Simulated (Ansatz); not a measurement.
# ScGa3: the cost of one run

Program: Ansatz 0.2.0. Level of theory: DFT PBEsol, scalar-relativistic, plane waves, PAW. These are calculated values, not measurements.

### Step 1. The structure to begin with

Symmetry: Pm-3m, No. 221, cubic system. Conventional cell: a = 4.095 Å, b = 4.095 Å, c = 4.095 Å, α = 90.00°, β = 90.00°, γ = 90.00°. Sc (site symmetry m-3m) is surrounded by 12 Ga at 2.90 Å. Ga (site symmetry 4/mmm) has 4 Sc at 2.90 Å and 8 Ga at 2.90 Å as nearest neighbours.

Coordinates:

```
Sc Ga
1.0
     4.09500    0.00000    0.00000
     0.00000    4.09500    0.00000
     0.00000    0.00000    4.09500
Sc Ga
1 3
Direct
  0.00000 0.00000 0.00000
  0.00000 0.50000 0.50000
  0.50000 0.00000 0.50000
  0.50000 0.50000 0.00000
```

The structure rests on an entry of the Crystallography Open Database; cell or positions may have been set otherwise for this series.

### Step 2. Relaxing cell and atoms: ScGa3, no spin

input.yaml reads:

```yaml
crystal:
  lattice:
    - [4.095, 0.0, 0.0]
    - [0.0, 4.095, 0.0]
    - [0.0, 0.0, 4.095]
  atoms:
    - { symbol: Sc, position: [0.0, 0.0, 0.0] }
    - { symbol: Ga, position: [0.0, 0.5, 0.5] }
    - { symbol: Ga, position: [0.5, 0.0, 0.5] }
    - { symbol: Ga, position: [0.5, 0.5, 0.0] }
scf:
  occupations: { method: gaussian, width: 0.1 }
output:
  forces: true
  stress: true
  eigenvalues: true
  write_density: true
  write_potential: true
  elf: true
  volumetric_format: npy
kpoints:
  mp_grid: { grid: [22, 22, 22] }
hamiltonian:
  xc: pbesol
relax:
  f_tol: 0.003
  max_steps: 60
  cell: { stress_tol: 0.02 }
```

Run with:

```bash
$ ansatz run input.yaml --threads 8 --pin off --max-ram 24576MiB --backend cpu --events-out ev --progress --plain --runs-dir out
```

Q: Estimate wall time and peak memory on 8 threads of Intel Xeon Platinum 8375C at 2.90GHz (Ice Lake), shared host.

About 21 s, with a peak of 0.97 GiB.
